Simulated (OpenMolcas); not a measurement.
# Ni⁴⁺ among point charges: CASSCF and CASPT2 levels and susceptibility

Aim: the splitting of the states of Ni⁴⁺ in the field of 4 point charges, its lowest levels with spin-orbit coupling and its magnetic susceptibility.

The numbers are computed with OpenMolcas 26.06 (state-averaged CASSCF and CASPT2, spin-orbit coupling by RASSI with atomic mean-field integrals), except any that are marked as measured or tabulated.

## Step 1: The atom as given

```
Species                           : Ni⁴⁺ (nickel, Z = 28, 24 electrons)
Basis                             : ANO-RCC-VDZP [5s4p2d1f], 34 functions
Scalar Hamiltonian                : DKH2, point nucleus
Inactive shells                   : 1s 2s 2p 3s 3p
Active space                      : 6 electrons in 5 orbitals (3d)
Some configurations of this space : 3d6
Orbitals                          : optimised for each spin and parity, averaged over all roots
```

Outer shells as boxes (Hund's rule):

3d6
```
3d [↑↓][↑ ][↑ ][↑ ][↑ ]
```

The ion sits among 4 point charges of -1.6 e arranged as a tetrahedron (Td), 1.84 Å from the ion.

Each step is its own input file, run in one work folder so that later steps find the files of earlier ones. Labels, J, g values, rates, χT and fits are worked out afterwards by a script from the matrices that RASSI stores.

## Step 2: GATEWAY and SEWARD: basis and integrals

The input, a.inp:

```
&GATEWAY
Coord
1

Ni 0.0 0.0 0.0
Basis=ANO-RCC-VDZP
Group=NoSym
NoMove
AngMom=0.0 0.0 0.0
AMFI
XField
4 Angstrom 0
1.062324 1.062324 1.062324 -1.600000
1.062324 -1.062324 -1.062324 -1.600000
-1.062324 1.062324 -1.062324 -1.600000
-1.062324 -1.062324 1.062324 -1.600000
&SEWARD
```

Launch:

```bash
$ OMP_NUM_THREADS=1 MOLCAS_MEM=1689 MOLCAS_PROJECT=a pymolcas a.inp > a.log
```

## Step 3: Reference wave functions, quintets, 5 roots

The input, a.inp:

```
&RASSCF
FileOrb=start.orb
Symmetry=1
Spin=5
nActEl=6 0 0
Inactive=9
Ras2=5
CIRoot=5 5 1
SDav=5
CIMx=300
Iter=120 100
PrWF=0.3
OrbListing=Nothing
MaxOrb=0
>>> COPY $Project.JobIph JOB001
```

start.orb holds the contracted functions of the basis, ordered by shell, or the orbitals of the step before.

## Step 4: Reference wave functions, triplets, 45 roots

The input, a.inp:

```
&RASSCF
FileOrb=start.orb
Symmetry=1
Spin=3
nActEl=6 0 0
Inactive=9
Ras2=5
CIRoot=45 45 1
SDav=45
CIMx=300
Iter=120 100
PrWF=0.3
OrbListing=Nothing
MaxOrb=0
>>> COPY $Project.JobIph JOB002
```

## Step 5: CASSCF: singlets, 50 roots

The input, a.inp:

```
&RASSCF
FileOrb=start.orb
Symmetry=1
Spin=1
nActEl=6 0 0
Inactive=9
Ras2=5
CIRoot=50 50 1
SDav=50
CIMx=300
Iter=120 100
PrWF=0.3
OrbListing=Nothing
MaxOrb=0
>>> COPY $Project.JobIph JOB003
```

## Step 6: State interaction with spin-orbit coupling

The input, a.inp:

```
&RASSI
NrOfJobIphs=3 5 45 50
1 2 3 4 5
1 2 3 4 5 6 7 8 9 10 11 12 13 14 15 16 17 18 19 20 21 22 23 24 25 26 27
28 29 30 31 32 33 34 35 36 37 38 39 40 41 42 43 44 45
1 2 3 4 5 6 7 8 9 10 11 12 13 14 15 16 17 18 19 20 21 22 23 24 25 26 27
28 29 30 31 32 33 34 35 36 37 38 39 40 41 42 43 44 45 46 47 48 49 50
IphNames
JOB001
JOB002
JOB003
EJob
SpinOrbit
DIPRint=1.0
SOCoupling=1000.0
Subsets=2
Property=9
'ANGMOM' 1 'ANGMOM' 2 'ANGMOM' 3 'MLTPL  1' 1 'MLTPL  1' 2 'MLTPL  1' 3
'AMFI' 1 'AMFI' 2 'AMFI' 3
SOProperty=3
'ANGMOM' 1 'ANGMOM' 2 'ANGMOM' 3
```

## Step 7: CASPT2: IPEA 0.25, imaginary shift 0.1 (closed shells correlated: 3s 3p)

The input, a.inp:

```
>>> COPY JOB001 $Project.JobIph
&CASPT2
Multistate=5 1 2 3 4 5
NoMult
Frozen=5
IPEA=0.25
Imaginary=0.1
MaxIter=60
WThr=0.0 0.3 0.05
PrWF=0.5
NoMix
>>> COPY JOB002 $Project.JobIph
&CASPT2
Multistate=45 1 2 3 4 5 6 7 8 9 10 11 12 13 14 15 16 17 18 19 20 21 22
23 24 25 26 27 28 29 30 31 32 33 34 35 36 37 38 39 40 41 42 43 44 45
NoMult
Frozen=5
IPEA=0.25
Imaginary=0.1
MaxIter=60
WThr=0.0 0.3 0.05
PrWF=0.5
NoMix
>>> COPY JOB003 $Project.JobIph
&CASPT2
Multistate=50 1 2 3 4 5 6 7 8 9 10 11 12 13 14 15 16 17 18 19 20 21 22
23 24 25 26 27 28 29 30 31 32 33 34 35 36 37 38 39 40 41 42 43 44 45 46
47 48 49 50
NoMult
Frozen=5
IPEA=0.25
Imaginary=0.1
MaxIter=60
WThr=0.0 0.3 0.05
PrWF=0.5
NoMix
```

(Steps that only read results are left out.)

**Question.** What will these runs give? Wanted: spin-free ground state; first state of the same spin within the active space; lowest level; next level.

As calculated:

| quantity | value |
| --- | --- |
| method | SS-CASPT2, IPEA 0.25, imaginary shift 0.1 (closed shells correlated: 3s 3p) |
| spin-free ground state | 5E, 2-fold in its orbital part |
| first state of the same spin within the active space | 5T2 at 1270 cm⁻¹ |
| lowest level | 1-fold A1 |
| next level | 62.9 cm⁻¹ |
| χT at 300 K | 4.92 cm³ K/mol |
| effective moment at 300 K | 6.28 μB |

Cost by method:

```
                                              method  time of its own steps  time with the reference
                                           A. CASSCF                   20 s                     20 s
B. SS-CASPT2, IPEA 0.25, imaginary shift 0.1, +3s 3p                  6.8 s                     27 s
```

Times are of one thread on a shared host.

In words: The spin-free ground state (5E) comes to 100 % from free-ion D terms and keeps the highest spin of the shell. χT at 300 K is 4.92, against 3.01 cm³ K/mol for the spin alone, so orbital moment adds to it. An active space of the d shell alone favours high spin; real ions in strong fields can be low spin. CASPT2 does not keep the components of a term degenerate, and the means are used. An orbital doublet at a regular site is open to a Jahn-Teller distortion, which this geometry leaves out. The field of point charges can differ much from that of real complexes. Point charges carry no covalency, so the field is a model and not that of real ligands.
